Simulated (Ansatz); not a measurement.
**C₂H₅AlO: basis-set convergence**

One table from this session's results is given with a row withheld; the runs are named, their logs left out.

Program: Ansatz 0.2.0, Gaussian basis. Level of theory: one geometry, several basis sets. These are calculated values, not measurements.

The runs, in order: PBE0-D4/def2-SVP; ωB97M-V/def2-SVP; PBE0-D4/def2-QZVPP; ωB97M-V/def2-QZVPP; the functionals' def2-TZVPP values are taken from earlier runs.

## Structure used throughout

An earlier PBE0-D4 in a triple-zeta def2 set relaxation fixed the geometry.

SMILES `C=[C](O)[AlH2]`, 9 atoms, charge 0, spin multiplicity 1.

Atoms are counted from 1 here; the program's logs count them from 0.

Bond lengths: C1–C2 1.339 Å, C1–H5 1.087 Å, C1–H6 1.083 Å, C2–O3 1.369 Å, C2–Al4 1.950 Å, O3–H7 0.960 Å, Al4–H8 1.591 Å, Al4–H9 1.582 Å. Angles: C2–C1–H5 122.3°, C2–C1–H6 119.9°, H5–C1–H6 117.8°, C1–C2–O3 118.2°, C1–C2–Al4 117.1°, O3–C2–Al4 124.8°, C2–O3–H7 109.6°, C2–Al4–H8 118.1°, C2–Al4–H9 118.8°, H8–Al4–H9 123.1°.

The first run:

File in.yaml:

```yaml
crystal:
  periodic: [false, false, false]
  atoms:
    - {symbol: C, position_ang: [-0.311457, 1.267485, -0.665257]}
    - {symbol: C, position_ang: [0.321022, 0.132455, -0.340721]}
    - {symbol: O, position_ang: [1.474846, -0.178260, -1.009503]}
    - {symbol: Al, position_ang: [-0.481071, -0.960203, 1.061406]}
    - {symbol: H, position_ang: [0.060000, 1.940265, -1.434394]}
    - {symbol: H, position_ang: [-1.226355, 1.541265, -0.154519]}
    - {symbol: H, position_ang: [1.822439, -1.010455, -0.681936]}
    - {symbol: H, position_ang: [0.249458, -2.314614, 1.466728]}
    - {symbol: H, position_ang: [-1.820381, -0.464236, 1.741095]}
basis:
  gaussian: {orbitals: def2-SVP}
hamiltonian: {xc: pbe0, dispersion: d4}
output: {orbitals: {seedname: orbitals}}
```

Started as:

```console
> ansatz run in.yaml --threads 2 --pin off --events-out ev --progress --plain --max-ram 4352MiB
```

Steps of the session up to this table: PBE0-D4 in def2-SVP; ωB97M-V in def2-SVP; PBE0-D4 in def2-QZVPP; ωB97M-V in def2-QZVPP.

One of the session's tables, all rows but one given; the rest of the session is left out.

It belongs to the step «Density functionals: the series». 

```
functional       basis  HOMO (eV)  LUMO (eV)
   PBE0-D4    def2-SVP          ?          ?
   PBE0-D4  def2-TZVPP      -6.90      -1.76
   PBE0-D4  def2-QZVPP      -6.93      -1.78
   ωB97M-V    def2-SVP      -8.92       0.00
   ωB97M-V  def2-TZVPP      -9.11      -0.10
   ωB97M-V  def2-QZVPP      -9.14      -0.23
```

Q: Estimate the row for PBE0-D4, def2-SVP from the others.

The run gave: HOMO (eV): -6.74; LUMO (eV): -1.72. In the column «HOMO (eV)» it is the highest.
